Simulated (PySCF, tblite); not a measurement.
# 2-fluoroanisole: a rotation path, then NMR shifts on frames, part 2 of 2

tblite 0.8.0 and PySCF 2.14.0. Atoms count from 0.

## (5) Shielding tensors: image 4, PBE0/pcSseg-1

The job: settings as JSON, then the geometry in Å.

```
{"job": {"kind": "nmr", "xc": "PBE0", "basis": "pcSseg-1", "pop": false}, "charge": 0, "multiplicity": 1}
C      2.612000     0.402900    -0.106700
O      1.672000     0.098700     0.903300
C      0.374600    -0.034900     0.462700
C     -0.140000    -1.282900     0.134600
C     -1.464800    -1.426100    -0.238200
C     -2.296200    -0.320700    -0.297100
C     -1.804700     0.934000     0.019000
C     -0.479300     1.065000     0.388300
F      0.000500     2.290300     0.684200
H      3.555200     0.571400     0.408100
H      2.720900    -0.431600    -0.809100
H      2.334600     1.304600    -0.662100
H      0.513300    -2.139800     0.190300
H     -1.844600    -2.405500    -0.487100
H     -3.330500    -0.428700    -0.584200
H     -2.430600     1.812300    -0.017400
```

Level: GIAO PBE0/pcSseg-1 NMR shielding, non-relativistic, gas phase.

Output:

```text
coarse grid: 14120 points
cycle   1  E = -445.3010114903  dE =  1.596e+00  |g| = 6.625e-01  |ddm| = 3.900e+00
cycle   2  E = -445.2213185568  dE =  7.969e-02  |g| = 9.445e-01  |ddm| = 1.412e+00
cycle   3  E = -445.3814733962  dE = -1.602e-01  |g| = 1.043e-01  |ddm| = 8.884e-01
cycle   4  E = -445.3838029557  dE = -2.330e-03  |g| = 4.044e-02  |ddm| = 1.368e-01
cycle   5  E = -445.3841850678  dE = -3.821e-04  |g| = 1.442e-02  |ddm| = 5.110e-02
cycle   6  E = -445.3842314979  dE = -4.643e-05  |g| = 4.208e-03  |ddm| = 1.689e-02
cycle   7  E = -445.3842357587  dE = -4.261e-06  |g| = 7.830e-04  |ddm| = 4.135e-03
final grid: 138872 points
cycle   8  E = -445.4542017953  dE = -3.379e-05  |g| = 1.167e-02  |ddm| = 4.299e-02
cycle   9  E = -445.4541750629  dE =  2.673e-05  |g| = 1.712e-02  |ddm| = 2.159e-02
cycle  10  E = -445.4542282740  dE = -5.321e-05  |g| = 1.465e-03  |ddm| = 1.370e-02
cycle  11  E = -445.4542287366  dE = -4.627e-07  |g| = 2.144e-04  |ddm| = 1.704e-03
cycle  12  E = -445.4542287433  dE = -6.670e-09  |g| = 1.346e-04  |ddm| = 3.219e-04
cycle  13  E = -445.4542287479  dE = -4.608e-09  |g| = 3.205e-05  |ddm| = 1.492e-04
cycle  14  E = -445.4542287482  dE = -2.423e-10  |g| = 8.877e-06  |ddm| = 3.720e-05
converged SCF energy = -445.4542287482

GIAO shielding tensors (ppm)
atom      isotropic    diamagn.    paramagn.     s11        s22        s33       span
  0 C      122.117     244.137    -122.019     90.826     94.108    181.418     90.591
  1 O      277.116     398.266    -121.150    225.618    259.564    346.165    120.546
  2 C       30.104     256.541    -226.437    -33.904      9.871    114.344    148.248
  3 C       54.920     253.420    -198.499    -39.842     41.572    163.031    202.873
  4 C       57.455     254.551    -197.097    -48.889     44.417    176.836    225.725
  5 C       56.115     255.088    -198.973    -48.853     40.953    176.245    225.099
  6 C       63.753     257.941    -194.188    -23.960     50.041    165.179    189.140
  7 C       19.698     248.246    -228.547    -50.982     23.848     86.229    137.211
  8 F      307.575     475.388    -167.813    228.204    292.789    401.733    173.529
  9 H       27.435      27.904      -0.470     24.148     24.444     33.712      9.564
 10 H       28.001      29.565      -1.564     23.681     26.464     33.858     10.178
 11 H       27.951      29.753      -1.802     23.261     27.024     33.570     10.309
 12 H       24.203      32.068      -7.865     20.809     23.501     28.298      7.488
 13 H       24.361      30.344      -5.983     20.941     25.264     26.880      5.939
 14 H       24.341      29.869      -5.528     20.976     25.335     26.712      5.736
 15 H       24.288      30.050      -5.762     20.816     24.545     27.503      6.688
```

Wall time 24 s (1 thread of AMD EPYC 7B13, shared host); peak memory 0.84 GiB.

Key values: δ C7 167.2, C2 156.8, C3 132.0, C5 130.8, H12 7.51, H15 7.43 ppm.

## (6) Nuclear shieldings: image 6, PBE0/pcSseg-1

The job: settings as JSON, then the geometry in Å.

```
{"job": {"kind": "nmr", "xc": "PBE0", "basis": "pcSseg-1", "pop": false}, "charge": 0, "multiplicity": 1}
C      2.609500     0.627600    -0.029400
O      1.748600    -0.288400     0.621700
C      0.418300    -0.233200     0.328700
C     -0.256300    -1.448700     0.209800
C     -1.605000    -1.498300    -0.080900
C     -2.321300    -0.328300    -0.272600
C     -1.685700     0.890200    -0.129400
C     -0.339200     0.929500     0.179300
F      0.223600     2.153600     0.342300
H      3.594900     0.453000     0.395700
H      2.633800     0.424800    -1.105500
H      2.332900     1.669400     0.132100
H      0.315100    -2.352800     0.348800
H     -2.093000    -2.456000    -0.178500
H     -3.368900    -0.356600    -0.524700
H     -2.214700     1.823200    -0.248700
```

Method: GIAO PBE0/pcSseg-1 NMR shielding, non-relativistic, gas phase.

Output:

```text
coarse grid: 14120 points
cycle   1  E = -445.3015149063  dE =  1.609e+00  |g| = 6.598e-01  |ddm| = 3.884e+00
cycle   2  E = -445.2125711931  dE =  8.894e-02  |g| = 9.598e-01  |ddm| = 1.343e+00
cycle   3  E = -445.3814002645  dE = -1.688e-01  |g| = 1.116e-01  |ddm| = 8.615e-01
cycle   4  E = -445.3841419807  dE = -2.742e-03  |g| = 3.946e-02  |ddm| = 1.391e-01
cycle   5  E = -445.3844966650  dE = -3.547e-04  |g| = 1.268e-02  |ddm| = 4.691e-02
cycle   6  E = -445.3845316182  dE = -3.495e-05  |g| = 4.322e-03  |ddm| = 1.499e-02
cycle   7  E = -445.3845363276  dE = -4.709e-06  |g| = 8.780e-04  |ddm| = 4.353e-03
final grid: 138872 points
cycle   8  E = -445.4545065382  dE = -3.227e-05  |g| = 1.208e-02  |ddm| = 4.108e-02
cycle   9  E = -445.4544724950  dE =  3.404e-05  |g| = 1.843e-02  |ddm| = 2.235e-02
cycle  10  E = -445.4545346696  dE = -6.217e-05  |g| = 1.608e-03  |ddm| = 1.436e-02
cycle  11  E = -445.4545352552  dE = -5.856e-07  |g| = 2.853e-04  |ddm| = 1.842e-03
cycle  12  E = -445.4545352680  dE = -1.282e-08  |g| = 1.780e-04  |ddm| = 4.209e-04
cycle  13  E = -445.4545352760  dE = -8.016e-09  |g| = 2.899e-05  |ddm| = 1.820e-04
cycle  14  E = -445.4545352762  dE = -1.837e-10  |g| = 1.039e-05  |ddm| = 3.354e-05
converged SCF energy = -445.4545352762

GIAO shielding tensors (ppm)
atom      isotropic    diamagn.    paramagn.     s11        s22        s33       span
  0 C      127.402     244.325    -116.923     98.029    100.401    183.776     85.746
  1 O      249.233     397.049    -147.816    161.675    265.064    320.960    159.285
  2 C       32.806     255.113    -222.308    -26.978      9.347    116.048    143.026
  3 C       57.597     253.635    -196.038    -33.544     45.783    160.552    194.097
  4 C       57.034     253.932    -196.898    -49.790     44.121    176.771    226.560
  5 C       59.226     254.810    -195.584    -44.092     45.542    176.227    220.319
  6 C       62.879     256.631    -193.752    -26.376     51.634    163.380    189.756
  7 C       23.342     250.302    -226.959    -40.247     29.299     80.974    121.221
  8 F      306.354     476.621    -170.267    245.982    287.827    385.252    139.270
  9 H       27.667      27.820      -0.153     23.642     25.610     33.749     10.107
 10 H       28.057      29.316      -1.260     24.423     25.862     33.885      9.463
 11 H       26.770      29.479      -2.709     21.026     28.235     31.051     10.025
 12 H       24.324      31.676      -7.352     20.685     24.050     28.238      7.553
 13 H       24.396      30.067      -5.671     20.994     25.385     26.809      5.814
 14 H       24.521      29.869      -5.348     21.172     25.609     26.782      5.610
 15 H       24.318      30.448      -6.131     20.874     24.402     27.677      6.803
```

It took 22 s on 1 thread of AMD EPYC 7B13, shared host; peak memory 0.84 GiB.

In short: δ C7 163.6, C2 154.1, C4 129.9, C3 129.3, H15 7.40, H12 7.39 ppm.

## (7) NMR shieldings: image 8, PBE0/pcSseg-1

The job: settings as JSON, then the geometry in Å.

```
{"job": {"kind": "nmr", "xc": "PBE0", "basis": "pcSseg-1", "pop": false}, "charge": 0, "multiplicity": 1}
C      2.622400     0.703500     0.137200
O      1.786600    -0.432800     0.200700
C      0.443700    -0.300000     0.070600
C     -0.285000    -1.490300     0.162500
C     -1.658800    -1.509500     0.050800
C     -2.358800    -0.331600    -0.157400
C     -1.664000     0.857600    -0.253300
C     -0.284800     0.870200    -0.140800
F      0.325500     2.081500    -0.247500
H      3.633500     0.324100     0.276500
H      2.554000     1.203100    -0.832300
H      2.392700     1.419800     0.930000
H      0.275400    -2.397100     0.324900
H     -2.186100    -2.447900     0.127400
H     -3.433600    -0.337700    -0.244800
H     -2.170500     1.796000    -0.415900
```

Level: GIAO PBE0/pcSseg-1 NMR shielding, non-relativistic, gas phase.

Output:

```text
coarse grid: 14120 points
cycle   1  E = -445.3013652485  dE =  1.616e+00  |g| = 6.612e-01  |ddm| = 3.887e+00
cycle   2  E = -445.2102743139  dE =  9.109e-02  |g| = 9.640e-01  |ddm| = 1.307e+00
cycle   3  E = -445.3815156256  dE = -1.712e-01  |g| = 1.152e-01  |ddm| = 8.330e-01
cycle   4  E = -445.3844540823  dE = -2.938e-03  |g| = 4.038e-02  |ddm| = 1.407e-01
cycle   5  E = -445.3848199358  dE = -3.659e-04  |g| = 1.246e-02  |ddm| = 4.632e-02
cycle   6  E = -445.3848534423  dE = -3.351e-05  |g| = 4.249e-03  |ddm| = 1.470e-02
cycle   7  E = -445.3848580745  dE = -4.632e-06  |g| = 9.266e-04  |ddm| = 4.370e-03
final grid: 138872 points
cycle   8  E = -445.4550384771  dE = -3.677e-05  |g| = 1.224e-02  |ddm| = 4.327e-02
cycle   9  E = -445.4550026360  dE =  3.584e-05  |g| = 1.881e-02  |ddm| = 2.237e-02
cycle  10  E = -445.4550674529  dE = -6.482e-05  |g| = 1.719e-03  |ddm| = 1.414e-02
cycle  11  E = -445.4550681213  dE = -6.684e-07  |g| = 3.228e-04  |ddm| = 1.899e-03
cycle  12  E = -445.4550681386  dE = -1.733e-08  |g| = 1.905e-04  |ddm| = 4.557e-04
cycle  13  E = -445.4550681477  dE = -9.067e-09  |g| = 3.229e-05  |ddm| = 1.966e-04
cycle  14  E = -445.4550681479  dE = -2.302e-10  |g| = 1.197e-05  |ddm| = 3.643e-05
converged SCF energy = -445.4550681479

GIAO shielding tensors (ppm)
atom      isotropic    diamagn.    paramagn.     s11        s22        s33       span
  0 C      126.880     243.568    -116.689     99.874    103.629    177.136     77.262
  1 O      237.489     395.930    -158.441    138.701    283.229    290.536    151.836
  2 C       34.245     255.466    -221.221    -22.813     10.032    115.516    138.329
  3 C       59.653     253.562    -193.909    -29.272     47.312    160.918    190.190
  4 C       56.624     253.589    -196.966    -50.982     44.102    176.750    227.733
  5 C       61.481     254.766    -193.285    -39.591     48.209    175.823    215.414
  6 C       62.437     256.232    -193.796    -26.934     51.046    163.197    190.131
  7 C       27.638     251.147    -223.509    -28.173     29.230     81.857    110.029
  8 F      318.673     477.068    -158.395    265.488    307.523    383.008    117.520
  9 H       27.692      27.534       0.157     23.359     26.172     33.544     10.185
 10 H       27.301      29.148      -1.846     23.125     26.361     32.418      9.292
 11 H       27.319      29.168      -1.849     23.160     26.365     32.432      9.272
 12 H       24.469      31.590      -7.122     20.719     24.226     28.462      7.743
 13 H       24.422      29.991      -5.569     21.102     25.351     26.813      5.710
 14 H       24.649      29.852      -5.203     21.281     25.882     26.785      5.504
 15 H       24.343      30.596      -6.254     20.956     24.440     27.632      6.676
```

Wall time 22 s (1 thread of AMD EPYC 7B13, shared host); peak memory 0.84 GiB.

This run: δ C7 159.3, C2 152.7, C4 130.3, C3 127.3, H15 7.37, H13 7.30 ppm.

## (8) Side by side: NMR shifts

Shifts (ppm) of some atoms, chosen among heavy atoms and hydrogens apart, with basis size and wall time:

```tsv
frame	C7	C3	C0	H10	H11	O1	F8	functions	time
image 0	162.6	115.0	55.6	3.74	3.72	90.0	-140.2	188	23 s
image 2	164.7	122.1	58.9	4.25	3.56	67.1	-136.9	188	23 s
image 4	167.2	132.0	64.8	3.72	3.77	59.0	-136.6	188	24 s
image 6	163.6	129.3	59.5	3.66	4.95	86.8	-135.4	188	22 s
image 8	159.3	127.3	60.0	4.42	4.40	98.6	-147.7	188	22 s
```

## (9) Summary of results

The summary covers parts 1 to 2.

| quantity | value |
| --- | --- |
| barrier | 0.184 eV (4.3 kcal/mol) at image 4 |
| end to end (GFN2-xTB) | 0.005 eV |
| 13C shifts against TMS (PBE0/pcSseg-1, image 0) | 162.6, 155.3, 128.8, 125.3, 122.7, 115.0, 55.6 ppm |
| 1H shifts against TMS (PBE0/pcSseg-1, image 0) | 7.40, 7.29, 7.14, 6.86, 4.41, 3.74, 3.72 ppm |
| 17O shifts against H2O (PBE0/pcSseg-1, image 0) | 90.0 ppm |
| 19F shifts against CFCl3 (PBE0/pcSseg-1, image 0) | -140.2 ppm |
| range of the shift of O1 | 59.0 to 98.6 ppm |

What this shows: Along the band the dihedral turns by 180°, and the top (dihedral 94°) lies 4.3 kcal/mol above the start (GFN2-xTB, rough), so at room temperature this motion is fast. The top was not checked by a frequency run. Shifts at one fixed geometry are not the observed spectrum, which averages over the motion. NICS(1)zz of -27 ppm above the planar ring from C2 marks a diatropic (aromatic) ring current. Across the 5 runs the shift of O1 moves most, between 59.0 (image 4) and 98.6 ppm (image 8).
